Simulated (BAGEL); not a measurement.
**singlet InNH2Cl+, step by step**

Aim: the energy (singlet InNH2Cl+, HF/x2c-SVPall), then the energy (doublet InNH2Cl, NEVPT2(3,3)/x2c-SVPall), then the energy (doublet InNH2Cl, CASPT2(3,3)/x2c-SVPall) of ClH2InN. 

Program for the calculation: BAGEL 1.2.2.

**1. Starting point**

InNH2Cl+: 5 atoms, total charge +1, spin state singlet. As SMILES of the parent species, `[NH2][In][Cl]`. One bond was lengthened or shortened from a relaxed shape. That shape belongs to the parent species and isn't relaxed for this state.

Bond lengths: N1–In2 2.072 Å, In2–Cl3 2.369 Å, N1–H4 0.862 Å, N1–H5 1.017 Å. Angles: N1–In2–Cl3 113.1°, In2–N1–H4 113.0°, In2–N1–H5 110.3°, H4–N1–H5 107.4°.

**2. The energy at HF/x2c-SVPall (DKH2, density fitting with AutoAux) (run 1)**

The input, calc.json:

```json
{ "bagel": [

{
  "title": "molecule",
  "basis": "x2c-svpall.json",
  "df_basis": "x2c-svpall-autoaux.json",
  "angstrom": "true",
  "dkh": "true",
  "geometry": [
    { "atom": "N", "xyz": [   -0.271204,    0.879902,   -0.533332 ] },
    { "atom": "In", "xyz": [   -0.540204,   -1.146498,   -0.192732 ] },
    { "atom": "Cl", "xyz": [    1.262896,   -2.140198,    0.979268 ] },
    { "atom": "H", "xyz": [   -0.999700,    1.283800,   -0.756700 ] },
    { "atom": "H", "xyz": [    0.083696,    1.334502,    0.304368 ] }
  ]
},
{
  "title": "hf",
  "charge": 1
},
{
  "title": "print",
  "file": "orbitals.molden",
  "orbitals": "true"
}

]}
```

The basis set x2c-SVPall is read from a file made from the Basis Set Exchange's data (not shown).

The run is started by

```sh
$ BAGEL_NUM_THREADS=1 BAGEL calc.json > calc.out
```

The program printed:

```text
* using 1 threads per process

  ===============================================================
  ===============================================================

  *** Geometry ***

  { "atom" : "N", "xyz" : [     -0.512501,      1.662774,     -1.007851 ] },
  { "atom" : "In", "xyz" : [     -1.020838,     -2.166567,     -0.364211 ] },
  { "atom" : "Cl", "xyz" : [      2.386528,     -4.044388,      1.850548 ] },
  { "atom" : "H", "xyz" : [     -1.889159,      2.426030,     -1.429956 ] },
  { "atom" : "H", "xyz" : [      0.158163,      2.521843,      0.575172 ] },

  Number of auxiliary basis functions:      688

  Since a DF basis is specified, we compute 2- and 3-index integrals:
    o Being stored without compression. Storage requirement is 0.033 GB

  Number of basis functions:       78
  Number of electrons      :       75

    * METHOD: MOLECULE                             0.23

  *** RHF ***

  === Nuclear Repulsion ===
   323.5184664493

      * DIIS with orbital gradients will be used.

  === RHF iteration (x2c-svpall.json) ===
      0      -6392.02760848          0.01883413           0.09
      1      -6392.11473879          0.01697075           0.08
      2      -6392.21759626          0.00141510           0.08
      3      -6392.21952805          0.00070249           0.08
      4      -6392.21992527          0.00022229           0.08
      5      -6392.21999970          0.00009353           0.08
      6      -6392.22001887          0.00003236           0.08
      7      -6392.22002164          0.00001240           0.08
      8      -6392.22002212          0.00000545           0.08
      9      -6392.22002221          0.00000218           0.08
     10      -6392.22002222          0.00000115           0.08
     11      -6392.22002222          0.00000041           0.08
     12      -6392.22002222          0.00000016           0.08
     13      -6392.22002222          0.00000006           0.09
     14      -6392.22002222          0.00000003           0.08
     15      -6392.22002222          0.00000002           0.08
     16      -6392.22002222          0.00000001           0.08
    * SCF iteration converged.

    * Permanent dipole moment:
           (    2.047064,    -0.310551,     0.670872) a.u.

    * METHOD: HF                                   1.70

    * METHOD: PRINT                                0.01

  ===============================================================
```

Run time: 2.1 s. Hardware: 1 thread of AMD EPYC 9R45 (Zen 5), shared host; peak memory 0.17 GiB.

**3. Doublet neutral InNH2Cl: the energy at NEVPT2(3,3)/x2c-SVPall (DKH2, density fitting with AutoAux) (run 2)**

The input, input.json:

```json
{ "bagel": [

{
  "title": "molecule",
  "basis": "x2c-svpall.json",
  "df_basis": "x2c-svpall-autoaux.json",
  "angstrom": "true",
  "dkh": "true",
  "geometry": [
    { "atom": "N", "xyz": [      -0.271204,       0.879902,      -0.533332 ] },
    { "atom": "In", "xyz": [      -0.540204,      -1.146498,      -0.192732 ] },
    { "atom": "Cl", "xyz": [       1.262896,      -2.140198,       0.979268 ] },
    { "atom": "H", "xyz": [      -0.999700,       1.283800,      -0.756700 ] },
    { "atom": "H", "xyz": [       0.083696,       1.334502,       0.304368 ] }
  ]
},

{ "title": "hf", "charge": 1 },

{ "title": "casscf", "nstate": 1, "nact": 3, "nclosed": 36, "nspin": 1, "active": [32, 38, 44], "maxiter": 200, "natocc": "true" },

{
  "title": "nevpt2",
  "nstate": 1,
  "nact": 3,
  "nclosed": 36,
  "nspin": 1,
  "active": [32, 38, 44],
  "maxiter": 200,
  "natocc": "true",
  "ncore": 24
},

{ "title": "print", "file": "orbitals.molden", "orbitals": "true" }

]}
```

The basis set x2c-SVPall is read from a file made from the Basis Set Exchange's data (not shown).

The run is started by

```sh
$ BAGEL_NUM_THREADS=1 BAGEL input.json > input.out
```

The program printed:

```text
* using 1 threads per process

  ===============================================================
  ===============================================================

  *** Geometry ***

  { "atom" : "N", "xyz" : [     -0.512501,      1.662774,     -1.007851 ] },
  { "atom" : "In", "xyz" : [     -1.020838,     -2.166567,     -0.364211 ] },
  { "atom" : "Cl", "xyz" : [      2.386528,     -4.044388,      1.850548 ] },
  { "atom" : "H", "xyz" : [     -1.889159,      2.426030,     -1.429956 ] },
  { "atom" : "H", "xyz" : [      0.158163,      2.521843,      0.575172 ] },

  Number of auxiliary basis functions:      688

  Since a DF basis is specified, we compute 2- and 3-index integrals:
    o Being stored without compression. Storage requirement is 0.033 GB

  Number of basis functions:       78
  Number of electrons      :       75

    * METHOD: MOLECULE                             0.23

  *** RHF ***

  === Nuclear Repulsion ===
   323.5184664493

      * DIIS with orbital gradients will be used.

  === RHF iteration (x2c-svpall.json) ===
      0      -6392.02760848          0.01883413           0.09
      1      -6392.11473879          0.01697075           0.09
      2      -6392.21759626          0.00141510           0.08
[... 13 lines of this table left out ...]
     16      -6392.22002222          0.00000001           0.08
    * SCF iteration converged.

    * Permanent dipole moment:
           (    2.047064,    -0.310551,     0.670872) a.u.

    * METHOD: HF                                   1.73

  ---------------------------
      CASSCF calculation
  ---------------------------

    ==== Active orbitals : =====
         Orbital 32
         Orbital 38
         Orbital 44
    ============================

    * nstate   :      1
    * nclosed  :     36
    * nact     :      3
    * nvirt    :     39
  === CASSCF iteration (x2c-svpall.json) ===

    * Using the second-order algorithm

      0  0     -6392.50277071     8.99e-03      0.03

      1  0     -6392.52345858     4.67e-04      0.46
[... 25 lines of this table left out ...]
     14  0     -6392.53923512     5.02e-09      0.36

    * Second-order optimization converged. *

     guess   0:   closed 1..                  open .1.

  === FCI iteration ===

      0  0     -6392.52146945     6.20e-02      0.00
      1  0     -6392.53922208     1.33e-03      0.00
      2  0     -6392.53923487     1.72e-04      0.00
      3  0     -6392.53923512     1.51e-05      0.00
      4  0     -6392.53923512     5.72e-07      0.00
      5  0     -6392.53923512     1.12e-08      0.00
      6  0 *   -6392.53923512     5.03e-11      0.00

     * ci vector, state   0, <S^2> = 0.7500
       2a.     0.9954688805
       .a2     0.0947068353

    * METHOD: CASSCF                               6.43

    * freezing 24 orbitals

  === DF-NEVPT2 calculation ===

    * 3-index integral transformation done
    * assembly done

      NEVPT2 correlation energy:   -0.3675125816      0.07

          (+0)     -0.2522892617
          (+0)'    -0.0412616490
          (+1)     -0.0147531463
          (+1)'    -0.0035248165
          (+2)     -0.0003218673
          (-1)     -0.0431663992
          (-1)'    -0.0032296597
          (-2)     -0.0089657818

      NEVPT2 total energy:       -6392.9067477028

    * METHOD: NEVPT2                               0.21

    * METHOD: PRINT                                0.01

  ===============================================================
```

Run time: 9 s. Hardware: 1 thread of AMD EPYC 9R45 (Zen 5), shared host; peak memory 0.19 GiB.

**4. Doublet neutral InNH2Cl: a single-point energy at CASPT2(3,3)/x2c-SVPall (DKH2, density fitting with AutoAux) (run 3)**

The input, caspt2.json:

```json
{ "bagel": [

{
  "title": "molecule",
  "basis": "x2c-svpall.json",
  "df_basis": "x2c-svpall-autoaux.json",
  "angstrom": "true",
  "dkh": "true",
  "geometry": [
    { "atom": "N", "xyz": [      -0.271204,       0.879902,      -0.533332 ] },
    { "atom": "In", "xyz": [      -0.540204,      -1.146498,      -0.192732 ] },
    { "atom": "Cl", "xyz": [       1.262896,      -2.140198,       0.979268 ] },
    { "atom": "H", "xyz": [      -0.999700,       1.283800,      -0.756700 ] },
    { "atom": "H", "xyz": [       0.083696,       1.334502,       0.304368 ] }
  ]
},

{
  "title": "hf",
  "charge": 1
},

{
  "title": "casscf",
  "nstate": 1,
  "nact": 3,
  "nclosed": 36,
  "nspin": 1,
  "active": [32, 38, 44],
  "maxiter": 200,
  "natocc": "true"
},

{
  "title": "print",
  "file": "orbitals.molden",
  "orbitals": "true"
},

{
  "title": "smith",
  "method": "caspt2",
  "ms": "true",
  "xms": "true",
  "sssr": "true",
  "shift": 0.2,
  "shift_imag": "true",
  "ncore": 24
}

]}
```

The basis set x2c-SVPall is read from a file made from the Basis Set Exchange's data (not shown).

The run is started by

```sh
$ BAGEL_NUM_THREADS=1 BAGEL caspt2.json > caspt2.out
```

The program printed:

```text
* using 1 threads per process

  ===============================================================
  ===============================================================

  *** Geometry ***

  { "atom" : "N", "xyz" : [     -0.512501,      1.662774,     -1.007851 ] },
  { "atom" : "In", "xyz" : [     -1.020838,     -2.166567,     -0.364211 ] },
  { "atom" : "Cl", "xyz" : [      2.386528,     -4.044388,      1.850548 ] },
  { "atom" : "H", "xyz" : [     -1.889159,      2.426030,     -1.429956 ] },
  { "atom" : "H", "xyz" : [      0.158163,      2.521843,      0.575172 ] },

  Number of auxiliary basis functions:      688

  Since a DF basis is specified, we compute 2- and 3-index integrals:
    o Being stored without compression. Storage requirement is 0.033 GB

  Number of basis functions:       78
  Number of electrons      :       75

    * METHOD: MOLECULE                             0.22

  *** RHF ***

  === Nuclear Repulsion ===
   323.5184664493

      * DIIS with orbital gradients will be used.

[... 6 lines left out ...]
    * SCF iteration converged.
[... 1 line left out ...]
    * Permanent dipole moment:
[... 28 lines left out ...]
    * Second-order optimization converged. *
[... 13 lines left out ...]
     * ci vector, state   0, <S^2> = 0.7500
[... 16 lines left out ...]
    * Zeroth order energy : state  0       -1.5452183298
[... 4 lines left out ...]
       #      aibj      arbs      arbi      airj      risj      airs      arst      rist         Etot      error   time
[... 2 lines left out ...]
       0  -0.25139  -0.01058  -0.04483  -0.01631  -0.00043  -0.02630  -0.00120  -0.00083   -0.3518800  0.0026256   0.02
       1  -0.25164  -0.01067  -0.04502  -0.01645  -0.00048  -0.02710  -0.00127  -0.00090   -0.3535231  0.0004963   0.02
       2  -0.25168  -0.01068  -0.04499  -0.01646  -0.00048  -0.02715  -0.00127  -0.00090   -0.3536092  0.0001206   0.02
       3  -0.25168  -0.01067  -0.04499  -0.01645  -0.00048  -0.02716  -0.00127  -0.00091   -0.3536132  0.0000284   0.02
       4  -0.25168  -0.01067  -0.04499  -0.01645  -0.00048  -0.02716  -0.00127  -0.00091   -0.3536135  0.0000070   0.02
       5  -0.25168  -0.01067  -0.04499  -0.01645  -0.00048  -0.02716  -0.00127  -0.00091   -0.3536135  0.0000016   0.03
       6  -0.25168  -0.01067  -0.04499  -0.01645  -0.00048  -0.02716  -0.00127  -0.00091   -0.3536135  0.0000004   0.03

      ------------------------------------------------------------------------------------------------------------------

    * CASPT2 energy : state  0    -6392.8951828858
        w/o shift correction      -6392.8928485929
        reference weight              0.8860768696

    * METHOD: SMITH                                0.33

  ===============================================================
```

It took 8.7 s on 1 thread of AMD EPYC 9R45 (Zen 5), shared host; peak memory 0.19 GiB.

**5. What came out**

| quantity | value |
| --- | --- |
| run 1, HF/x2c-SVPall: total energy | -6392.22002 Eh |
| run 1, HF/x2c-SVPall: HOMO energy | -16.62 eV |
| run 1, HF/x2c-SVPall: LUMO energy | -7.64 eV |
| run 1, HF/x2c-SVPall: HOMO–LUMO gap | 8.98 eV |
| doublet neutral InNH2Cl, run 2: total energy | -6392.90675 Eh |
| doublet neutral InNH2Cl, run 3: total energy | -6392.89518 Eh |
